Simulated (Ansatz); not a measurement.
**AlGaHF (triplet): wave-function methods side by side at a displaced geometry (v2), cc-pVDZ**

How much of the correlation energy of AlGaHF (triplet) does each wave-function method recover here?

Method: cc-pVDZ, core rule «outside noble gas», up to 20 orbitals frozen; program: Ansatz 0.2.0, Gaussian basis.

Plan: UHF; CCSD(T) on ROHF; CCSD(T) on UHF; BCCD(T) on ROHF; CISD; CCSDT(Q) on ROHF; CCSDT(Q) on UHF.

27 further runs of the same task are left out: 17 that didn't finish, 10 set aside as unsound or not needed.

### Step 1. What is computed

The geometry is a PBE0/def2-TZVP stationary point (not a proven minimum) with its atoms shifted at random (size 0.100 Å). No spin-orbit coupling is included. The filled d shell of Ga may be among the frozen orbitals whatever the setting's name suggests; the logs give the count.

4 atoms, charge 0, spin multiplicity 3.

Atoms are counted from 1 here; the program's logs count them from 0.

Bond lengths: Al1–Ga2 2.486 Å, Ga2–F3 1.801 Å, Ga2–H4 1.493 Å. Angles: Al1–Ga2–F3 111.4°, Al1–Ga2–H4 130.5°, F3–Ga2–H4 116.4°.

### Step 2. UHF

in.yaml reads:

```yaml
crystal:
  periodic: [false, false, false]
  atoms:
    - {symbol: Al, position_ang: [0.112906, -0.282238, 2.020691]}
    - {symbol: Ga, position_ang: [-0.051968, 0.374072, -0.371024]}
    - {symbol: F, position_ang: [0.024652, -1.062549, -1.453821]}
    - {symbol: H, position_ang: [0.107761, 1.706942, -1.024046]}
basis:
  gaussian: {orbitals: cc-pVDZ}
magnetization: {spin_polarized: true, initial_magnetization: 2}
hamiltonian: {xc: hf}
output: {orbitals: {seedname: orbitals}}
```

Started as:

```
$ ansatz run in.yaml --threads 1 --pin off --events-out ev --progress --plain --max-ram 2393MiB
```

After this run come: CCSD(T) on ROHF; CCSD(T) on UHF; BCCD(T) on ROHF; CISD; CCSDT(Q) on ROHF; CCSDT(Q) on UHF.

Before running them: what should the planned runs give, taken together? Wanted: UCCSDT(Q) below the RHF energy; RMP2 from UCCSDT(Q); UMP2 from UCCSDT(Q); RCCSD from UCCSDT(Q); RCCSD(T) from UCCSDT(Q); UCCSD(T) from UCCSDT(Q); RCCSDT(Q) from UCCSDT(Q); T1 diagnostic.

**Answer**, as computed:

| quantity | value |
| --- | --- |
| UCCSDT(Q) below the RHF energy | -8.5908 eV |
| RMP2 from UCCSDT(Q) | +21.56 kcal/mol |
| UMP2 from UCCSDT(Q) | +21.08 kcal/mol |
| RCCSD from UCCSDT(Q) | +5.85 kcal/mol |
| RCCSD(T) from UCCSDT(Q) | +1.38 kcal/mol |
| UCCSD(T) from UCCSDT(Q) | +1.32 kcal/mol |
| RCCSDT(Q) from UCCSDT(Q) | +0.13 kcal/mol |
| levels within 1 kcal/mol (43 meV) | RCCSDT, UCCSDT, RCCSDT(Q) |
| T1 diagnostic | 0.036 |

RCCSD(T) misses by +1.38 kcal/mol, 0.7 % of the correlation energy. These misses are within one basis, not against nature; the frozen cores of restricted and unrestricted runs differ, which can shift their rows.
